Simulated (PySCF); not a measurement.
# Mo (+5): ligand-field states

Aim: compute the ligand-field states of Mo (+5).

Programs: PySCF 2.14.0, with routines of our own; each step states its level. All values are computed. Atoms count from 0.

### 1 The system as given

1 atom, charge 5, states of the metal's open shell are computed; geometry from: free ion.

### 2 Ligand-field states: state-averaged CASSCF

The job: settings as JSON, then the geometry in Å.

```
{"job": {"kind": "lf", "basis": {"metal": "x2c-TZVPall", "ligand": "x2c-SVPall"}, "nevpt": true}, "charge": 5, "metal": "Mo", "open_shell": "d1"}
Mo     0.000000     0.000000     0.000000
```

With the program's defaults for keys left out, this is: state-averaged CASSCF of the metal d shell, SC-NEVPT2 on the averaged canonical orbitals, state-interaction spin-orbit coupling.

On the command line:

```sh
$ OMP_NUM_THREADS=1 python lf_run.py task.json out
```

The driver reads the jobs from task.json and runs them one after another.

Output:

```text
basis functions 63, electrons 37, active (1e, 5o)
stage 1: DIIS on the effective Fock matrix, level shift 0.30
cycle   1  E = -4036.5069979730  dE = -4.037e+03  max|g| = 7.078e+00
cycle   2  E = -4040.7405946070  dE = -4.234e+00  max|g| = 1.810e+00
cycle   3  E = -4041.0648831220  dE = -3.243e-01  max|g| = 5.884e-01
cycle   4  E = -4041.0864811838  dE = -2.160e-02  max|g| = 2.397e-02
cycle   5  E = -4041.0866099596  dE = -1.288e-04  max|g| = 1.891e-03
cycle   6  E = -4041.0866115791  dE = -1.619e-06  max|g| = 3.437e-04
cycle   7  E = -4041.0866116606  dE = -8.158e-08  max|g| = 5.582e-05
cycle   8  E = -4041.0866116640  dE = -3.383e-09  max|g| = 9.787e-06
converged average energy = -4041.0866116640

 mult deg   label        CASSCF/cm-1   NEVPT2/cm-1
   2   5   2D                  0.0           0.0

spin-orbit levels / cm-1
      0.00  x4  2D 1.00
   2464.68  x6  2D 1.00
```

Run time: 3 s. Hardware: 1 thread of Arm Neoverse V2, shared host; peak memory 0.2 GiB.

Key values:

| quantity | value |
| --- | --- |
| spin-orbit constant ζ | 986 cm⁻¹ |

Powder susceptibility:

| T (K) | χT (cm³ K/mol) | μ(eff) |
| --- | --- | --- |
| 2 | 0.300 | 1.55 |
| 5 | 0.300 | 1.55 |
| 10 | 0.300 | 1.55 |
| 20 | 0.301 | 1.55 |
| 30 | 0.301 | 1.55 |
| 50 | 0.302 | 1.55 |
| 75 | 0.303 | 1.56 |
| 100 | 0.304 | 1.56 |
| 150 | 0.306 | 1.56 |
| 200 | 0.308 | 1.57 |
| 250 | 0.310 | 1.58 |
| 300 | 0.312 | 1.58 |

### 3 Outcome

| quantity | value |
| --- | --- |
| spin-orbit constant ζ (step 2, state-averaged CASSCF) | 986 cm⁻¹ |
| ground multiplicity, μ(eff) at 300 K (step 2, free ion) | 2, 1.58 μB |

In step 2, χT goes from 0.30 at 2 K to 0.31 cm³ K/mol at 300 K: nearly flat, so one level governs the whole range.
